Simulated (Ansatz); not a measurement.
# BFH5NSi: a ladder of functionals and wavefunction methods

The task here is to estimate one member of a computed series from the others.

Method: functionals in def2-TZVPP, the program's frozen cores in correlated methods; program: Ansatz 0.2.0, Gaussian basis.

The runs, in order: LDA (SPW92), PBE-D4, revPBE-D4, BLYP-D4, r2SCAN-D4, B97M-V, PBE0-D4, B3LYP-D4, r2SCANh-D4, r2SCAN0-D4, HSE06-D4, BHLYP-D4, CAM-B3LYP-D4, LC-ωPBE, ωB97X-V, ωB97M-V, B2PLYP, PBE-QIDH; CCSD(T)/def2-SVP; CCSD(T)/def2-TZVPP; MP2/def2-QZVPP; extrapolation to the limit; RPA on PBE.

### Structure used throughout

An earlier PBE0-D4 in a triple-zeta def2 set relaxation fixed the geometry.

SMILES `FBN[SiH3]`, 9 atoms, charge 0, spin multiplicity 1.

Atoms are counted from 1 here; the program's logs count them from 0.

Bond lengths: F1–B2 1.338 Å, B2–N3 1.400 Å, B2–H5 1.196 Å, N3–Si4 1.749 Å, N3–H6 1.008 Å, Si4–H7 1.483 Å, Si4–H8 1.483 Å, Si4–H9 1.485 Å. Angles: F1–B2–N3 118.2°, F1–B2–H5 118.6°, N3–B2–H5 123.2°, B2–N3–Si4 126.3°, B2–N3–H6 116.5°, Si4–N3–H6 117.2°, N3–Si4–H7 111.0°, N3–Si4–H8 111.0°, N3–Si4–H9 106.5°, H7–Si4–H8 109.0°, H7–Si4–H9 109.6°, H8–Si4–H9 109.6°.

Set-up of the first run:

in.yaml reads:

```yaml
crystal:
  periodic: [false, false, false]
  atoms:
    - {symbol: F, position_ang: [0.626280, -0.318194, -1.983060]}
    - {symbol: B, position_ang: [1.015777, 0.557965, -1.049598]}
    - {symbol: N, position_ang: [0.395478, 0.508376, 0.204166]}
    - {symbol: Si, position_ang: [-0.865100, -0.601363, 0.692722]}
    - {symbol: H, position_ang: [1.874525, 1.344014, -1.324616]}
    - {symbol: H, position_ang: [0.709023, 1.180002, 0.887330]}
    - {symbol: H, position_ang: [-2.070825, -0.444313, -0.156751]}
    - {symbol: H, position_ang: [-0.397576, -2.006732, 0.612802]}
    - {symbol: H, position_ang: [-1.199083, -0.266156, 2.099903]}
basis:
  gaussian: {orbitals: def2-TZVPP}
hamiltonian: {xc: lda}
output: {orbitals: {seedname: orbitals}}
```

Run with:

```console
ansatz run in.yaml --threads 2 --pin off --events-out ev --progress --plain --max-ram 4352MiB
```

Among the steps run: LDA; PBE-D4 (GGA); revPBE-D4 (GGA); BLYP-D4 (GGA); r2SCAN-D4 (meta-GGA); B97M-V (meta-GGA); PBE0-D4 (hybrid); B3LYP-D4 (hybrid); r2SCANh-D4 (hybrid); r2SCAN0-D4 (hybrid); HSE06-D4 (hybrid); BHLYP-D4 (hybrid); CAM-B3LYP-D4 (range-separated); LC-ωPBE (range-separated); ωB97X-V (range-separated); ωB97M-V (range-separated); B2PLYP (double hybrid); PBE-QIDH (double hybrid).

One of the session's tables, all rows but one given; the rest of the session is left out.

It belongs to the step «Frontier levels by functional». 

```
  functional  HOMO (eV)  gap (eV)
 LDA (SPW92)      -7.24      6.27
      PBE-D4      -7.11      6.40
   revPBE-D4      -7.05      6.46
     BLYP-D4          ?         ?
   r2SCAN-D4      -7.40      7.10
      B97M-V      -7.51      7.07
     PBE0-D4      -8.45      8.71
    B3LYP-D4      -8.22      8.24
  r2SCANh-D4      -7.90      7.93
  r2SCAN0-D4      -8.65      9.17
    HSE06-D4      -8.04      7.93
    BHLYP-D4      -9.70     10.72
CAM-B3LYP-D4      -9.84     11.00
     LC-ωPBE     -11.23     13.60
     ωB97X-V     -10.86     13.06
     ωB97M-V     -10.75     12.54
```

Estimate the missing values for BLYP-D4.

Worked estimate for «HOMO (eV)». Against the share of exact exchange, B3LYP-D4 (0.2, -8.22), BHLYP-D4 (0.5, -9.70) give a slope of -4.93 per unit share; at 0 the line stands at -7.23.

**Answer.** HOMO (eV): -6.98; gap (eV): 6.40. In «HOMO (eV)» the line misses by -0.25.
